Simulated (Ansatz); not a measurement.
# ClGeH₆NSi: how energies converge with the basis set

The task here is to estimate one member of a computed series from the others.

Computed with Ansatz 0.2.0, Gaussian basis. Level: one geometry, several basis sets.

Levels to be run: PBE0-D4/def2-SVP; ωB97M-V/def2-SVP; PBE0-D4/def2-QZVPP; ωB97M-V/def2-QZVPP; the functionals' def2-TZVPP values are taken from earlier runs.

## Structure used throughout

An earlier PBE0-D4 in a triple-zeta def2 set relaxation fixed the geometry.

10 atoms, charge 0, spin multiplicity 1.

Atoms are counted from 1 here; the program's logs count them from 0.

Bond lengths: Cl1–Si2 2.071 Å, Si2–N3 1.700 Å, Si2–H5 1.479 Å, Si2–H6 1.480 Å, N3–Ge4 1.848 Å, N3–H7 1.010 Å, Ge4–H8 1.533 Å, Ge4–H9 1.539 Å, Ge4–H10 1.537 Å. Angles: Cl1–Si2–N3 113.9°, Cl1–Si2–H5 105.6°, Cl1–Si2–H6 105.8°, N3–Si2–H5 108.8°, N3–Si2–H6 109.8°, H5–Si2–H6 112.9°, Si2–N3–Ge4 126.1°, Si2–N3–H7 116.5°, Ge4–N3–H7 114.5°, N3–Ge4–H8 105.9°, N3–Ge4–H9 110.9°, N3–Ge4–H10 108.4°, H8–Ge4–H9 110.7°, H8–Ge4–H10 111.4°, H9–Ge4–H10 109.5°.

The first run:

Contents of in.yaml:

```yaml
crystal:
  periodic: [false, false, false]
  atoms:
    - {symbol: Cl, position_ang: [0.439985, 1.099763, -2.606168]}
    - {symbol: Si, position_ang: [-0.425387, 1.285661, -0.734004]}
    - {symbol: N, position_ang: [-0.677500, -0.197536, 0.058389]}
    - {symbol: Ge, position_ang: [0.609836, -1.206878, 0.917668]}
    - {symbol: H, position_ang: [0.519788, 2.096679, 0.063392]}
    - {symbol: H, position_ang: [-1.722978, 1.962491, -0.954490]}
    - {symbol: H, position_ang: [-1.510427, -0.709319, -0.195837]}
    - {symbol: H, position_ang: [1.756746, -0.240381, 1.235472]}
    - {symbol: H, position_ang: [1.098845, -2.354899, 0.017279]}
    - {symbol: H, position_ang: [-0.005708, -1.786680, 2.201198]}
basis:
  gaussian: {orbitals: def2-SVP}
hamiltonian: {xc: pbe0, dispersion: d4}
output: {orbitals: {seedname: orbitals}}
```

Started as:

```bash
> ansatz run in.yaml --threads 4 --pin off --events-out ev --progress --plain --max-ram 10444MiB
```

Steps of the session up to this table: PBE0-D4 in def2-SVP; ωB97M-V in def2-SVP; PBE0-D4 in def2-QZVPP; ωB97M-V in def2-QZVPP.

One table of the session follows, with a row left open; its other results are not shown here.

It belongs to the step «Density functionals: the series». 

```
functional       basis  HOMO (eV)  LUMO (eV)
   PBE0-D4    def2-SVP      -7.70       0.37
   PBE0-D4  def2-TZVPP      -7.81      -0.02
   PBE0-D4  def2-QZVPP      -7.84      -0.23
   ωB97M-V    def2-SVP      -9.94       2.20
   ωB97M-V  def2-TZVPP          ?          ?
   ωB97M-V  def2-QZVPP     -10.12       1.22
```

Estimate the missing values for ωB97M-V, def2-TZVPP.

**Answer.** HOMO (eV): -10.09; LUMO (eV): 1.64. In the column «HOMO (eV)» it lies between ωB97M-V, def2-QZVPP (-10.12) and ωB97M-V, def2-SVP (-9.94).
